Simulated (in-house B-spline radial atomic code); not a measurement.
**Xe⁵⁺: excited configurations in jj coupling**

Wanted: excitation energies of Xe⁵⁺ as differences of total energies (ΔSCF).

Program: in-house B-spline radial atomic code version 1. Level of theory: Dirac-Hartree-Fock, average of configuration, Fermi nucleus, basis-set limit. These are calculated values, not measurements, unless marked.

## 1. The atom as given

* element: xenon (Z = 54)
* charge: +5
* electrons: 49
* configuration: 1s2 2s2 2p6 3s2 3p6 3d10 4s2 4p6 4d10 5s2 5p-1
* Hamiltonian: Dirac-Coulomb
* nucleus: Fermi, rms radius 4.786 fm

In configurations, a minus sign after the shell means j = l − 1/2 and a plus sign j = l + 1/2; the count of electrons follows.

Settings of the run:

```ini
Z = 54
electrons = 49.0
configuration = 1s2 2s2 2p6 3s2 3p6 3d10 4s2 4p6 4d10 5s2 5p-1
hamiltonian = dirac
method = hf
spin_polarised = False
nucleus = fermi
rms_radius = 4.7859
mass_number = 132
atomic_mass = 131.90415508346
speed_of_light = 137.035999084
```

From the earlier run of the reference: total energy -7441.155204 hartree. Levels, eight at most:

| orbital | occupation | energy (eV) | <r> (bohr) |
| --- | --- | --- | --- |
| 3d5/2 | 6 | -756.33 | 0.2814 |
| 4s1/2 | 2 | -289.89 | 0.7161 |
| 4p1/2 | 2 | -236.04 | 0.7463 |
| 4p3/2 | 4 | -222.91 | 0.7724 |
| 4d3/2 | 4 | -133.98 | 0.8602 |
| 4d5/2 | 6 | -131.74 | 0.8691 |
| 5s1/2 | 2 | -78.067 | 1.699 |
| 5p1/2 | 1 | -65.966 | 1.863 |

## 2. 1s2 2s2 2p6 3s2 3p6 3d10 4s2 4p6 4d-3 4d+6 5s2 5p+1 9g+1

Settings of the run:

```ini
Z = 54
electrons = 49.0
configuration = 1s2 2s2 2p6 3s2 3p6 3d10 4s2 4p6 4d-3 4d+6 5s2 5p+1 9g+1
hamiltonian = dirac
method = hf
spin_polarised = False
nucleus = fermi
rms_radius = 4.7859
mass_number = 132
atomic_mass = 131.90415508346
speed_of_light = 137.035999084
```

## 3. Run with 1s2 2s2 2p6 3s2 3p6 3d10 4s2 4p6 4d-3 4d+6 5s2 5p+1 6f+1

Settings: those of step 2 with these lines changed.

```diff
@@ -2,3 +2,3 @@
 electrons = 49.0
-configuration = 1s2 2s2 2p6 3s2 3p6 3d10 4s2 4p6 4d-3 4d+6 5s2 5p+1 9g+1
+configuration = 1s2 2s2 2p6 3s2 3p6 3d10 4s2 4p6 4d-3 4d+6 5s2 5p+1 6f+1
 hamiltonian = dirac
```

## 4. Configuration 1s2 2s2 2p6 3s2 3p6 3d10 4s2 4p-2 4p+3 4d10 5s2 5p+1 9f-1

Settings: those of step 3 with these lines changed.

```diff
@@ -2,3 +2,3 @@
 electrons = 49.0
-configuration = 1s2 2s2 2p6 3s2 3p6 3d10 4s2 4p6 4d-3 4d+6 5s2 5p+1 6f+1
+configuration = 1s2 2s2 2p6 3s2 3p6 3d10 4s2 4p-2 4p+3 4d10 5s2 5p+1 9f-1
 hamiltonian = dirac
```

## 5. Configuration 1s2 2s2 2p6 3s2 3p6 3d-4 3d+5 4s2 4p6 4d10 5s2 5p+1 9f+1

Settings: those of step 4 with these lines changed.

```diff
@@ -2,3 +2,3 @@
 electrons = 49.0
-configuration = 1s2 2s2 2p6 3s2 3p6 3d10 4s2 4p-2 4p+3 4d10 5s2 5p+1 9f-1
+configuration = 1s2 2s2 2p6 3s2 3p6 3d-4 3d+5 4s2 4p6 4d10 5s2 5p+1 9f+1
 hamiltonian = dirac
```

## 6. Configuration 1s2 2s2 2p6 3s2 3p6 3d-4 3d+5 4s2 4p6 4d10 5s2 5p+1 5f+1

Settings: those of step 5 with these lines changed.

```diff
@@ -2,3 +2,3 @@
 electrons = 49.0
-configuration = 1s2 2s2 2p6 3s2 3p6 3d-4 3d+5 4s2 4p6 4d10 5s2 5p+1 9f+1
+configuration = 1s2 2s2 2p6 3s2 3p6 3d-4 3d+5 4s2 4p6 4d10 5s2 5p+1 5f+1
 hamiltonian = dirac
```

## 7. 1s2 2s2 2p6 3s2 3p6 3d10 4s2 4p6 4d10 5s1 5p+1 9d-1

Settings: those of step 6 with these lines changed.

```diff
@@ -2,3 +2,3 @@
 electrons = 49.0
-configuration = 1s2 2s2 2p6 3s2 3p6 3d-4 3d+5 4s2 4p6 4d10 5s2 5p+1 5f+1
+configuration = 1s2 2s2 2p6 3s2 3p6 3d10 4s2 4p6 4d10 5s1 5p+1 9d-1
 hamiltonian = dirac
```

Before running: How far above the reference does each configuration lie (order and size, in eV)?

The runs gave:

| net move | configuration | energy above the reference (eV) | with Breit, QED, recoil (eV) | largest <r> (bohr) |
| --- | --- | --- | --- | --- |
| 5p1/2, 5s → 5p3/2, 9d3/2 | 1s2 2s2 2p6 3s2 3p6 3d10 4s2 4p6 4d10 5s1 5p+1 9d-1 | 71.029 | 70.933 | 13.4 |
| 4d3/2, 5p1/2 → 5p3/2, 6f7/2 | 1s2 2s2 2p6 3s2 3p6 3d10 4s2 4p6 4d-3 4d+6 5s2 5p+1 6f+1 | 116.12 | 116.08 | 6.02 |
| 4d3/2, 5p1/2 → 5p3/2, 9g9/2 | 1s2 2s2 2p6 3s2 3p6 3d10 4s2 4p6 4d-3 4d+6 5s2 5p+1 9g+1 | 127.38 | 127.34 | 18.3 |
| 4p3/2, 5p1/2 → 5p3/2, 9f5/2 | 1s2 2s2 2p6 3s2 3p6 3d10 4s2 4p-2 4p+3 4d10 5s2 5p+1 9f-1 | 215.17 | 214.97 | 16.2 |
| 3d5/2, 5p1/2 → 5f7/2, 5p3/2 | 1s2 2s2 2p6 3s2 3p6 3d-4 3d+5 4s2 4p6 4d10 5s2 5p+1 5f+1 | 717.17 | 716.89 | 3.54 |
| 3d5/2, 5p1/2 → 5p3/2, 9f7/2 | 1s2 2s2 2p6 3s2 3p6 3d-4 3d+5 4s2 4p6 4d10 5s2 5p+1 9f+1 | 736.73 | 736.46 | 16.2 |

What this shows: The lowest of them is 5p1/2, 5s → 5p3/2, 9d3/2 at 71.029 eV and the highest 3d5/2, 5p1/2 → 5p3/2, 9f7/2 at 736.73 eV. 6 of them lie more than 2 % above the ionisation threshold that Koopmans' theorem gives (65.966 eV), where such states can decay by emitting an electron. Two partly filled shells share a symmetry and can mix in the average, which may lower the energy, for: 4p3/2, 5p1/2 → 5p3/2, 9f5/2. These are averages over configurations, without correlation, not spectroscopic levels.
